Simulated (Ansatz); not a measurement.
Consider the interaction energy of a dimer with the counterpoise correction of BH3SSi, SMILES B1[SiH2]S1 (the Python package of Ansatz (0.2.0)).

The script, `bh3ssi.py`:
```python
'''Binding of a BH3SSi dimer at a trial geometry.'''

from dataclasses import dataclass

import ansatz as az


@dataclass
class Options:
    basis_set: str = 'cc-pVDZ'
    functional: str = 'PBE'


settings = Options()

FIRST = [
    ('B', (-0.8191, -0.8979, -0.1288)),
    ('Si', (0.4235, 0.6329, 0.2071)),
    ('S', (0.9431, -1.278, 0.3702)),
    ('H', (-1.6666, -1.0751, -0.9047)),
    ('H', (0.914, 1.2835, -1.0337)),
    ('H', (0.2052, 1.3347, 1.4898)),
]
SECOND = [
    ('B', (4.7019, 1.8796, 1.8984)),
    ('Si', (5.5629, 0.0757, 1.9667)),
    ('S', (3.8494, 0.4559, 1.0353)),
    ('H', (5.1269, 2.9575, 1.8016)),
    ('H', (6.7239, -0.0636, 1.0523)),
    ('H', (5.4302, -0.6226, 3.2629)),
]

def energy(atoms, ghosts=()):
    molecule = az.Crystal.molecule()
    for symbol, xyz in atoms:
        molecule = molecule.atom(symbol, xyz)
    calc = (
        molecule.calculation()
        .basis(gaussian=settings.basis_set)
        .functional(settings.functional)
    )
    deck = calc.input()
    if ghosts:
        deck = deck.set(az.key.basis.gaussian.ghost_atoms, [{'symbol': s, 'position_ang': list(xyz)} for s, xyz in ghosts])
    return az.Session.from_dict(deck).plan().execute().report['free_energy_ev']


def main() -> None:
    # ghost atoms carry the functions of the partner
    both = energy(FIRST + SECOND)
    alone = energy(FIRST) + energy(SECOND)
    ghosted = energy(FIRST, SECOND) + energy(SECOND, FIRST)
    print(f'dimer {both:.6f} eV')
    print(f'interaction, uncorrected   {96.485332 * (both - alone):8.3f} kJ/mol')
    print(f'interaction, counterpoise  {96.485332 * (both - ghosted):8.3f} kJ/mol')
    print(f'basis-set superposition    {96.485332 * (alone - ghosted):8.3f} kJ/mol')


if __name__ == '__main__':
    main()
```

How large is the interaction at this pose, and how much of it is basis-set superposition?

Uncorrected it is -0.979 kJ/mol, with the counterpoise correction 1.287 kJ/mol; the difference, 2.27 kJ/mol, is the superposition error. The sign changes with the correction, so this basis doesn't settle it.

What the script printed:

```console
$ python bh3ssi.py
dimer -38854.049019 eV
interaction, uncorrected     -0.979 kJ/mol
interaction, counterpoise     1.287 kJ/mol
basis-set superposition       2.266 kJ/mol
```

Total energies depend on the basis set; only differences at equal settings carry meaning. The dimer is a generated trial pose of unrelaxed monomers, not a minimum, so the figure is no binding energy, and the basis set is small. This level lacks the dispersion part of the attraction (electrostatics and induction are there), which can decide the sign where the interaction is weak. Wall time of the script: 14 s on 1 thread of Arm Neoverse V1, on a shared host, peak memory 0.26 GiB.
